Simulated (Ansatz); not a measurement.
**C2H6O2Si: a ladder of functionals and wavefunction methods**

An exercise on one series of results from a longer session: the logs are not shown, and one member is left open.

Computed with Ansatz 0.2.0, Gaussian basis. Level: functionals in def2-TZVPP, the program's frozen cores in correlated methods.

Levels to be run: PBE-D4, r2SCAN-D4, PBE0-D4, B3LYP-D4, ωB97X-V, ωB97M-V, B2PLYP; CCSD(T)/def2-TZVPP; MP2/def2-QZVPP; extrapolation to the limit.

## Structure used throughout

All runs share one geometry, relaxed beforehand with PBE0-D4 in a triple-zeta def2 set.

SMILES `O=CC[SiH2]O`, 11 atoms, charge 0, spin multiplicity 1.

Atoms are counted from 1 here; the program's logs count them from 0.

Bond lengths: O1–C2 1.209 Å, C2–C3 1.483 Å, C2–H6 1.109 Å, C3–Si4 1.900 Å, C3–H7 1.094 Å, C3–H8 1.091 Å, Si4–O5 1.637 Å, Si4–H9 1.488 Å, Si4–H10 1.482 Å, O5–H11 0.965 Å. Angles: O1–C2–C3 123.5°, O1–C2–H6 119.8°, C3–C2–H6 116.6°, C2–C3–Si4 107.5°, C2–C3–H7 109.7°, C2–C3–H8 112.5°, Si4–C3–H7 104.8°, Si4–C3–H8 111.9°, H7–C3–H8 110.1°, C3–Si4–O5 107.4°, C3–Si4–H9 108.7°, C3–Si4–H10 109.8°, O5–Si4–H9 112.4°, O5–Si4–H10 109.1°, H9–Si4–H10 109.3°, Si4–O5–H11 114.0°.

The first run:

Contents of in.yaml:

```yaml
crystal:
  periodic: [false, false, false]
  atoms:
    - {symbol: O, position_ang: [0.181575, 2.040331, -0.306119]}
    - {symbol: C, position_ang: [-0.632770, 1.339976, 0.249330]}
    - {symbol: C, position_ang: [-0.294921, 0.055021, 0.908601]}
    - {symbol: Si, position_ang: [0.256939, -1.155883, -0.446864]}
    - {symbol: O, position_ang: [1.493833, -0.453490, -1.256587]}
    - {symbol: H, position_ang: [-1.704311, 1.625456, 0.237485]}
    - {symbol: H, position_ang: [0.587264, 0.186667, 1.542703]}
    - {symbol: H, position_ang: [-1.123852, -0.343013, 1.496100]}
    - {symbol: H, position_ang: [-0.905554, -1.447167, -1.328432]}
    - {symbol: H, position_ang: [0.733811, -2.416688, 0.169102]}
    - {symbol: H, position_ang: [1.473587, 0.511691, -1.244718]}
basis:
  gaussian: {orbitals: def2-TZVPP}
hamiltonian: {xc: pbe, dispersion: d4}
output: {forces: true, orbitals: {seedname: orbitals}}
```

On the command line:

```bash
ansatz run in.yaml --threads 4 --pin off --events-out ev --progress --plain --max-ram 10444MiB
```

Among the steps run: PBE-D4 (GGA); r2SCAN-D4 (meta-GGA); PBE0-D4 (hybrid); B3LYP-D4 (hybrid); ωB97X-V (range-separated); ωB97M-V (range-separated); B2PLYP (double hybrid); CCSD(T) in def2-TZVPP; MP2 in def2-QZVPP.

One table of the session follows, with a row left open; its other results are not shown here.

It belongs to the step «Atomisation energies». 

| method | atomisation energy (eV) |
| --- | --- |
| PBE-D4 | 45.454 |
| r2SCAN-D4 | 44.703 |
| PBE0-D4 | ? |
| B3LYP-D4 | 44.506 |
| ωB97X-V | 44.695 |
| ωB97M-V | 44.717 |
| B2PLYP | 44.123 |
| HF/def2-TZVPP | 32.057 |
| MP2/def2-TZVPP | 44.352 |
| CCSD/def2-TZVPP | 42.727 |
| CCSD(T)/def2-TZVPP | 43.434 |
| MP2/CBS | 45.560 |
| CCSD(T)/CBS | 44.642 |

**Question.** Estimate the row for PBE0-D4.

The run gave: atomisation energy (eV): 44.468. In the column «atomisation energy (eV)» it lies between MP2/def2-TZVPP (44.352) and B3LYP-D4 (44.506).
